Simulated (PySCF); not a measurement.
# C5H3FO2: the cost of one run

Computed with PySCF 2.14.0, with density-fitted response routines of our own, on a single molecule, in the gas phase or a continuum. Atoms are numbered from 0 throughout.

## Step 1: The starting structure

11 atoms, charge 0, multiplicity 1; geometry from: GFN2-xTB. The atoms were then displaced at random by about 0.01 Å, so the start is not that level's minimum.

Bonds of the start (Å): O0–C1 1.23, C1–C2 1.45, C2–C3 1.31, C3–F4 1.33, C3–C5 1.45, C5–C6 1.36, C6–O7 1.33, O7–C1 1.37, C2–H8 1.10, C5–H9 1.07, C6–H10 1.10.

## Step 2: Relaxing the molecule at PBE0-D3(BJ)/def2-SVP

What the job is given:

```
{"job": {"xc": "PBE0", "basis": "def2-SVP", "d3": "d3bj", "grid": 1, "shake": 0.01, "kind": "geom"}, "charge": 0, "multiplicity": 1}
O      2.229620    -1.638770     0.015060
C      1.215860    -0.936430     0.002180
C      1.152740     0.512450     0.018380
C      0.016430     1.156790     0.012610
F     -0.077480     2.483380     0.027170
C     -1.249800     0.442200    -0.020370
C     -1.148160    -0.910690    -0.037750
O      0.003840    -1.569140    -0.033470
H      2.110460     1.046780     0.072200
H     -2.189180     0.954610    -0.016920
H     -2.026210    -1.567010    -0.054740
```

Command:

```sh
OMP_NUM_THREADS=1 python probes_run.py task.json out
```

One launch serves the whole session: the jobs run in the order shown.

Q: Estimate the wall time and peak memory of this first job on 1 thread of Arm Neoverse V1, shared host.

About 54 s, with a peak of 0.53 GiB.
